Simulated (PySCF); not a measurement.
# BCl4: the cost of one run

Method: each script names its method and basis; program: PySCF 2.14.0.

**1. The system as given**

BCl4⁻: 5 atoms, charge -1, spin multiplicity 1.

Bond lengths: B1–Cl2 1.867 Å, B1–Cl3 1.867 Å, B1–Cl4 1.867 Å, B1–Cl5 1.867 Å. Angles: Cl2–B1–Cl3 109.5°, Cl2–B1–Cl4 109.5°, Cl2–B1–Cl5 109.5°, Cl3–B1–Cl4 109.5°, Cl3–B1–Cl5 109.5°, Cl4–B1–Cl5 109.5°.

**2. The base run**

input.py reads:

```python
from pyscf import gto, scf, mp

mol = gto.M(
    atom='B 0 0 0; Cl 1.5248 -0.0001 1.0782; Cl -1.5248 0 1.0782; Cl 0 1.5248 -1.0782; Cl 0 -1.5248 -1.0782',
    basis='x2c-svpall',
    charge=-1,
    spin=0,
    verbose=4,
)
mf = scf.UHF(mol)
mf = mf.sfx2c1e()
mf.kernel()
mp.MP2(mf, frozen=21).kernel()
mf.dip_moment()
print('orbital energies (hartree):', [e[max(0, n-3):n+3].round(4) for e, n in zip(mf.mo_energy, mol.nelec)])
```

Run with:

```console
$ OMP_NUM_THREADS=1 python input.py
```

Q: Estimate wall time and peak memory on 1 thread of Arm Neoverse N1, shared host.

About 4.4 s, with a peak of 0.21 GiB.
